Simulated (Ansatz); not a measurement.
Task: a geometry optimisation of AlH₆NSSi, SMILES [NH2][AlH][SiH2]S, with Ansatz 0.2.0, Python API. Give the script and its output. Level of theory: PBE0, 6-31G* basis, multiplicity 1, D3BJ dispersion.

```xyz
10

N    -0.9853    1.9814    0.4963
Al    0.5713    1.0079    0.3146
Si    0.4346   -1.3419    0.2036
S    -0.6583   -1.9168   -1.4671
H    -1.5085    1.6846    1.3338
H    -1.6431    1.7750   -0.3219
H     2.0125    1.7556    0.2301
H     1.8619   -1.8751    0.0623
H    -0.1359   -1.8394    1.4966
H     0.1339   -1.2825   -2.3453
```

`alh6nssi.py`
```python
"""Relax the AlH6NSSi molecule."""

import itertools

import ansatz as az
from ase.data import atomic_numbers, covalent_radii
import numpy as np

BASIS_SET = "6-31G*"
XC = "PBE0"
VDW = "d3bj"


def main() -> None:
    geometry_ang = [
        ("N", (-0.9853, 1.9814, 0.4963)),
        ("Al", (0.5713, 1.0079, 0.3146)),
        ("Si", (0.4346, -1.3419, 0.2036)),
        ("S", (-0.6583, -1.9168, -1.4671)),
        ("H", (-1.5085, 1.6846, 1.3338)),
        ("H", (-1.6431, 1.775, -0.3219)),
        ("H", (2.0125, 1.7556, 0.2301)),
        ("H", (1.8619, -1.8751, 0.0623)),
        ("H", (-0.1359, -1.8394, 1.4966)),
        ("H", (0.1339, -1.2825, -2.3453)),
    ]
    geometry = az.Crystal.molecule()
    for symbol, xyz in geometry_ang:
        geometry = geometry.atom(symbol, xyz)

    calc = (
        geometry.calculation()
        .basis(gaussian=BASIS_SET)  # atom-centred Gaussian functions
        .functional(XC, dispersion=VDW)
    )
    symbols = [site.symbol for site in geometry.cartesian_sites]
    start = np.array([site.position_ang for site in geometry.cartesian_sites], dtype=float)
    def progress(event):
        if event["event"] == "relax_step":
            row = event["data"]
            print(f"step {row['step']:3d}  E = {row['lagrangian_ev']:.6f} eV  largest force component {row['allowed_force_max_ev_ang']:.4f} eV/A")


    summary = calc.relax(force_tolerance=0.005, max_steps=100).session().plan().execute(on_event=progress).report
    end = np.array(summary["positions_ang"])

    print(f"E = {summary['free_energy_ev']:.6f} eV = {summary['free_energy_ev'] / 27.211386246:.7f} Ha")
    print("converged:", summary["converged"], " doubts:", summary["published_state_doubts"] or "none")

    # pairs closer than 1.2 times the sum of covalent radii, before or after
    radius = [covalent_radii[atomic_numbers[s]] for s in symbols]
    span = lambda where, i, j: np.linalg.norm(where[i] - where[j])
    bonded = [(i, j) for i, j in itertools.combinations(range(len(symbols)), 2) if min(span(start, i, j), span(end, i, j)) < 1.2 * (radius[i] + radius[j])]
    print("pair        before    after (A)")
    for i, j in bonded:
        print(f"{symbols[i]}{i}-{symbols[j]}{j}".ljust(10), f"{span(start, i, j):8.4f} {span(end, i, j):8.4f}")
    for first, second in list(itertools.combinations(bonded, 2)):
        shared = set(first) & set(second)
        if shared and symbols[(j := shared.pop())] != "H":
            i, k = sorted((set(first) | set(second)) - {j})
            u, v = end[i] - end[j], end[k] - end[j]
            angle = np.degrees(np.arccos(np.clip(u @ v / np.linalg.norm(u) / np.linalg.norm(v), -1, 1)))
            print(f"final angle {symbols[i]}{i}-{symbols[j]}{j}-{symbols[k]}{k}: {angle:.2f} deg")


if __name__ == "__main__":
    main()
```

```console
$ python alh6nssi.py
step   1  E = -26884.896656 eV  largest force component 1.9251 eV/A
step   2  E = -26885.189600 eV  largest force component 0.5963 eV/A
step   3  E = -26885.212856 eV  largest force component 0.4867 eV/A
step   4  E = -26885.240942 eV  largest force component 0.3418 eV/A
step   5  E = -26885.269119 eV  largest force component 1.1980 eV/A
step   6  E = -26885.336605 eV  largest force component 1.5266 eV/A
step   7  E = -26885.457008 eV  largest force component 0.9558 eV/A
step   8  E = -26885.565964 eV  largest force component 1.0869 eV/A
step   9  E = -26885.650808 eV  largest force component 0.5496 eV/A
step  10  E = -26885.701230 eV  largest force component 0.4113 eV/A
step  11  E = -26885.734156 eV  largest force component 0.2932 eV/A
step  12  E = -26885.747652 eV  largest force component 0.0771 eV/A
step  13  E = -26885.746313 eV  largest force component 0.2152 eV/A
step  14  E = -26885.751636 eV  largest force component 0.0487 eV/A
step  15  E = -26885.753104 eV  largest force component 0.0126 eV/A
step  16  E = -26885.753610 eV  largest force component 0.0344 eV/A
step  17  E = -26885.753845 eV  largest force component 0.0434 eV/A
step  18  E = -26885.753754 eV  largest force component 0.2218 eV/A
step  19  E = -26885.755101 eV  largest force component 0.0703 eV/A
step  20  E = -26885.755990 eV  largest force component 0.1097 eV/A
step  21  E = -26885.756021 eV  largest force component 0.2751 eV/A
step  22  E = -26885.757993 eV  largest force component 0.1854 eV/A
step  23  E = -26885.762846 eV  largest force component 0.0842 eV/A
step  24  E = -26885.763846 eV  largest force component 0.0714 eV/A
step  25  E = -26885.766057 eV  largest force component 0.1307 eV/A
step  26  E = -26885.768153 eV  largest force component 0.1456 eV/A
step  27  E = -26885.770286 eV  largest force component 0.0907 eV/A
step  28  E = -26885.771908 eV  largest force component 0.0880 eV/A
step  29  E = -26885.772894 eV  largest force component 0.0770 eV/A
step  30  E = -26885.772126 eV  largest force component 0.0960 eV/A
step  31  E = -26885.773824 eV  largest force component 0.0340 eV/A
step  32  E = -26885.774191 eV  largest force component 0.0418 eV/A
step  33  E = -26885.774437 eV  largest force component 0.0448 eV/A
step  34  E = -26885.774597 eV  largest force component 0.0331 eV/A
step  35  E = -26885.774734 eV  largest force component 0.0144 eV/A
step  36  E = -26885.774779 eV  largest force component 0.0182 eV/A
step  37  E = -26885.774787 eV  largest force component 0.0142 eV/A
step  38  E = -26885.774798 eV  largest force component 0.0098 eV/A
step  39  E = -26885.774802 eV  largest force component 0.0017 eV/A
E = -26885.774837 eV = -988.0340014 Ha
converged: True  doubts: none
pair        before    after (A)
N0-Al1       1.8449   1.7768
N0-H4        1.0311   1.0108
N0-H5        1.0699   1.0116
Al1-Si2      2.3564   2.4498
Al1-H6       1.6258   1.5935
Si2-S3       2.0775   2.1707
Si2-H7       1.5302   1.4962
Si2-H8       1.4983   1.4921
S3-H9        1.3421   1.3475
final angle Al1-N0-H4: 125.38 deg
final angle Al1-N0-H5: 124.20 deg
final angle N0-Al1-Si2: 119.68 deg
final angle N0-Al1-H6: 117.80 deg
final angle H4-N0-H5: 110.40 deg
final angle Si2-Al1-H6: 122.51 deg
final angle Al1-Si2-S3: 109.46 deg
final angle Al1-Si2-H7: 114.21 deg
final angle Al1-Si2-H8: 113.49 deg
final angle S3-Si2-H7: 110.19 deg
final angle S3-Si2-H8: 102.60 deg
final angle Si2-S3-H9: 96.63 deg
final angle H7-Si2-H8: 106.24 deg
```

Caveats:
- Total energies depend on the basis set; only differences at equal settings carry meaning.
- The end point is the stationary point reached from this start; no frequency run checks that it is a minimum, and the basis set is modest.
- The whole script took 3.2 min on 1 thread of Arm Neoverse V1, on a shared host, peak memory 0.25 GiB.

(Lines on the test bed's own set-up are left out of the output.)
